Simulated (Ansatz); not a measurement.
**Si(vinyl)(NHEt)3 (C8H21N3Si): geometry, orbitals and charge**

Aim: characterise Si(vinyl)(NHEt)3 (C8H21N3Si) as a singlet: its structure, frontier levels and distribution of charge.

Program: Ansatz 0.2.0, Gaussian basis. Level of theory: RKS PBE0-D4/def2-TZVP. These are calculated values, not measurements.

The runs, in order: relaxation at r2SCAN-D4/def2-SVP; a single point at PBE0-D4/def2-TZVP.

5 further runs of the same task are left out: 3 that didn't finish, 2 set aside as unsound or not needed.

## 1. The starting structure

33 atoms, charge 0, spin multiplicity 1.

Atoms are counted from 1 here; the program's logs count them from 0.

Bond lengths: Si1–C2 1.898 Å, Si1–N7 1.723 Å, Si1–N16 1.733 Å, Si1–N25 1.726 Å, C2–C3 1.323 Å, C2–H4 1.086 Å, C3–H5 1.078 Å, C3–H6 1.081 Å, N7–C8 1.442 Å, N7–H10 1.008 Å, C8–C9 1.528 Å, C8–H11 1.097 Å, C8–H12 1.090 Å, C9–H13 1.087 Å, C9–H14 1.087 Å, C9–H15 1.089 Å, N16–C17 1.443 Å, N16–H19 1.009 Å and more. Angles: C2–Si1–N7 105.9°, C2–Si1–N16 113.2°, C2–Si1–N25 113.5°, N7–Si1–N16 114.0°, N7–Si1–N25 106.2°, N16–Si1–N25 104.0°, Si1–C2–C3 126.4°, Si1–C2–H4 116.0°, C3–C2–H4 117.6°, C2–C3–H5 121.2°, C2–C3–H6 122.9°, H5–C3–H6 115.9°, Si1–N7–C8 123.4°, Si1–N7–H10 116.9°, C8–N7–H10 111.6°, N7–C8–C9 113.6°, N7–C8–H11 108.8°, N7–C8–H12 107.1° and more.

Geometry (Å):

```xyz
33
C8H21N3Si
Si    0.1117    0.1045    0.0925
C    -0.1052    0.0429    1.9766
C     0.8367   -0.2203    2.8682
H    -1.1124    0.2128    2.3447
H     1.8540   -0.4097    2.5665
H     0.6426   -0.2654    3.9305
N     1.8108    0.0569   -0.1901
C     2.3946   -0.2630   -1.4693
C     2.4464    0.9230   -2.4316
H     2.3767    0.7159    0.3218
H     3.4093   -0.6476   -1.3079
H     1.7894   -1.0566   -1.9073
H     1.4366    1.2721   -2.6286
H     2.9109    0.6306   -3.3701
H     3.0221    1.7395   -1.9985
N    -0.6874    1.4558   -0.6423
C    -2.0403    1.8599   -0.3459
C    -2.1280    2.8926    0.7774
H    -0.1127    2.2549   -0.8620
H    -2.4971    2.2771   -1.2531
H    -2.6004    0.9660   -0.0664
H    -1.6663    2.5008    1.6802
H    -3.1657    3.1404    0.9876
H    -1.6046    3.8034    0.4926
N    -0.5500   -1.2656   -0.7228
C    -0.2650   -2.6266   -0.3393
C    -1.1929   -3.1554    0.7540
H    -1.4733   -1.1687   -1.1165
H    -0.3436   -3.2703   -1.2245
H     0.7663   -2.6533    0.0147
H    -1.0996   -2.5365    1.6429
H    -0.9357   -4.1806    1.0081
H    -2.2280   -3.1296    0.4178
```

The start is a GFN2-xTB geometry.

## 2. Relaxation at r2SCAN-D4/def2-SVP

File in.yaml:

```yaml
crystal:
  periodic: [false, false, false]
  atoms:
    - {symbol: Si, position_ang: [0.111730, 0.104530, 0.092470]}
    - {symbol: C, position_ang: [-0.105220, 0.042940, 1.976600]}
    - {symbol: C, position_ang: [0.836750, -0.220330, 2.868170]}
    - {symbol: H, position_ang: [-1.112430, 0.212810, 2.344720]}
    - {symbol: H, position_ang: [1.854050, -0.409670, 2.566490]}
    - {symbol: H, position_ang: [0.642630, -0.265380, 3.930520]}
    - {symbol: N, position_ang: [1.810830, 0.056900, -0.190130]}
    - {symbol: C, position_ang: [2.394610, -0.263020, -1.469310]}
    - {symbol: C, position_ang: [2.446420, 0.923040, -2.431570]}
    - {symbol: H, position_ang: [2.376650, 0.715950, 0.321810]}
    - {symbol: H, position_ang: [3.409330, -0.647650, -1.307930]}
    - {symbol: H, position_ang: [1.789370, -1.056570, -1.907340]}
    - {symbol: H, position_ang: [1.436570, 1.272130, -2.628640]}
    - {symbol: H, position_ang: [2.910930, 0.630580, -3.370120]}
    - {symbol: H, position_ang: [3.022050, 1.739550, -1.998520]}
    - {symbol: N, position_ang: [-0.687370, 1.455760, -0.642310]}
    - {symbol: C, position_ang: [-2.040270, 1.859870, -0.345880]}
    - {symbol: C, position_ang: [-2.127990, 2.892590, 0.777430]}
    - {symbol: H, position_ang: [-0.112660, 2.254860, -0.862040]}
    - {symbol: H, position_ang: [-2.497130, 2.277140, -1.253110]}
    - {symbol: H, position_ang: [-2.600380, 0.966000, -0.066380]}
    - {symbol: H, position_ang: [-1.666340, 2.500750, 1.680240]}
    - {symbol: H, position_ang: [-3.165700, 3.140370, 0.987600]}
    - {symbol: H, position_ang: [-1.604600, 3.803420, 0.492650]}
    - {symbol: N, position_ang: [-0.549960, -1.265560, -0.722750]}
    - {symbol: C, position_ang: [-0.264990, -2.626570, -0.339280]}
    - {symbol: C, position_ang: [-1.192900, -3.155360, 0.754050]}
    - {symbol: H, position_ang: [-1.473350, -1.168710, -1.116500]}
    - {symbol: H, position_ang: [-0.343590, -3.270290, -1.224510]}
    - {symbol: H, position_ang: [0.766310, -2.653340, 0.014680]}
    - {symbol: H, position_ang: [-1.099640, -2.536490, 1.642930]}
    - {symbol: H, position_ang: [-0.935700, -4.180630, 1.008110]}
    - {symbol: H, position_ang: [-2.228000, -3.129600, 0.417820]}
basis:
  gaussian: {orbitals: def2-SVP}
hamiltonian: {xc: r2scan, dispersion: d4}
scf: {lower_state_search: "off"}
output: {orbitals: {seedname: orbitals}}
relax: {f_tol: 0.03, max_steps: 70}
```

Started as:

```sh
> ansatz run in.yaml --threads 4 --pin off --events-out ev --progress --plain --max-ram 6963MiB
```

The runs that follow: Single point, PBE0-D4/def2-TZVP.

**Question.** What will the summary of the whole plan be? Wanted: point group; commonest bond, hydrogen aside; HOMO, LUMO at PBE0-D4/def2-TZVP; dipole at r2SCAN-D4/def2-SVP.

The runs gave:

```
                       quantity                          value
                    point group                             C1
 commonest bond, hydrogen aside  C–C, 4 of mean length 1.481 Å
HOMO, LUMO at PBE0-D4/def2-TZVP                -6.39, -0.18 eV
   dipole at r2SCAN-D4/def2-SVP                         0.69 D
```

What this shows: The molecule keeps its bonding pattern by the stored test; the atoms moved 0.46 Å (rms). No usable vibrations, so a minimum isn't proven. The HOMO lies nearest to N25 39 %; N7 23 % and the LUMO to C2, C3 about 28 % each; H5, H6 about 9 % each. The point group is read from a loosely relaxed geometry; soft torsions can leave it below the true symmetry.
